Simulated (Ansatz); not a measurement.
# GePH2+ (singlet): from Hartree-Fock to the top rungs, cc-pVTZ

The task here is to estimate one member of a computed series from the others.

The runs use Ansatz 0.2.0, Gaussian basis; cc-pVTZ, core rule «outside noble gas», up to 19 orbitals frozen.

Plan: UHF; CCSD(T) on RHF; CCSD(T) on UHF; BCCD(T) on RHF; CCSDT(Q) on RHF; CCSDT(Q) on UHF; CASSCF and MRCISD+Q, 10 electrons in 10 orbitals; CASSCF and NEVPT2, 10 electrons in 10 orbitals.

5 further runs of the same task are left out: 5 set aside as unsound or not needed.

## The system

The geometry is a PBE0/def2-TZVP stationary point (not a proven minimum) of the parent state, kept for this charge and spin. No spin-orbit coupling is included. The filled d shell of Ge may be among the frozen orbitals whatever the setting's name suggests; the logs give the count.

4 atoms, charge 1, spin multiplicity 1.

Atoms are counted from 1 here; the program's logs count them from 0.

Bond lengths: Ge1–P2 2.195 Å, P2–H3 1.408 Å, P2–H4 1.408 Å. Angles: Ge1–P2–H3 128.2°, Ge1–P2–H4 128.2°, H3–P2–H4 103.7°.

Set-up of the first run:

Contents of in.yaml:

```yaml
crystal:
  periodic: [false, false, false]
  atoms:
    - {symbol: Ge, position_ang: [0.000000, 0.000000, 0.701976]}
    - {symbol: P, position_ang: [0.000000, 0.000000, -1.492532]}
    - {symbol: H, position_ang: [0.000000, 1.107306, -2.362335]}
    - {symbol: H, position_ang: [0.000000, -1.107306, -2.362335]}
basis:
  gaussian: {orbitals: cc-pVTZ}
total_charge: 1
magnetization: {spin_polarized: true, initial_magnetization: 0}
hamiltonian: {xc: hf}
output: {orbitals: {seedname: orbitals}}
```

Launch:

```bash
$ ansatz run in.yaml --threads 1 --pin off --events-out ev --progress --plain --max-ram 2816MiB --backend cpu
```

Steps of the session up to this table: UHF; CCSD(T) on RHF; CCSD(T) on UHF; BCCD(T) on RHF; CCSDT(Q) on RHF; CCSDT(Q) on UHF; CASSCF and MRCISD+Q, 10 electrons in 10 orbitals; CASSCF and NEVPT2, 10 electrons in 10 orbitals.

One table of the session follows, with a row left open; its other results are not shown here.

```
          method  from RCCSDT(Q) (meV)
             RHF               +7382.8
             UHF               +7371.0
            RMP2               +1336.9
           RCCSD                +413.9
        RCCSD(T)                 +64.6
         BCCD(T)                 +62.7
          RCCSDT                     ?
       RCCSDT(Q)                     0
  CASSCF valence               +4815.4
  NEVPT2 valence               +1183.6
  MRCISD valence                +441.2
MRCISD+Q valence                 +84.3
```

**Question.** Estimate the row for RCCSDT.

As computed: from RCCSDT(Q) (meV): +26.4. In the column «from RCCSDT(Q) (meV)» it lies between RCCSDT(Q) (0) and BCCD(T) (+62.7).

Not comparable, so not listed: CCSD(T) on UHF; CCSDT(Q) on UHF (they don't share determinant, frozen orbitals or solution with the rows shown, or repeat one).

Caveats from the session: Warnings: restricted reference is unstable; spin contamination.
